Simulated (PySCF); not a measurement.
# CH5N3Si: the cost of one run

The runs use PySCF 2.14.0, with density-fitted response routines of our own; the level of theory stands in each step. All values are computed, except where a source is named. Atoms count from 0, in the outputs and in this text.

## (1) Starting geometry

10 atoms, charge 0, multiplicity 1; geometry from: GFN2-xTB. The atoms were then displaced at random by about 0.01 Å, so the start is not that level's minimum.

Bonds of the start (Å): N0–C1 1.12, C1–Si2 1.87, Si2–N3 1.67, Si2–N4 1.73, Si2–H5 1.48, N3–H6 1.03, N3–H7 1.00, N4–H8 0.98, N4–H9 1.01.

## (2) Relaxing the molecule at PBE0-D3(BJ)/def2-SVP

The job: settings as JSON, then the geometry in Å.

```
{"job": {"xc": "PBE0", "basis": "def2-SVP", "d3": "d3bj", "grid": 1, "shake": 0.01, "kind": "geom"}, "charge": 0, "multiplicity": 1}
N     -0.518660     2.910060    -0.138130
C     -0.328160     1.826850     0.070150
Si     0.071690     0.035630     0.435210
N     -1.255430    -0.794250    -0.152390
N      1.416830    -0.627450    -0.434910
H      0.447840    -0.021660     1.860550
H     -2.196920    -0.468080     0.099230
H     -1.255670    -1.797510    -0.164690
H      1.320660    -0.775960    -1.394690
H      2.348240    -0.308550    -0.201400
```

Run with:

```bash
$ OMP_NUM_THREADS=1 python probes_run.py task.json out
```

This one command runs all jobs of the session in turn.

Q: Estimate the wall time and peak memory of this first job on 1 thread of Arm Neoverse V1, shared host.

About 22 s, with a peak of 0.39 GiB.
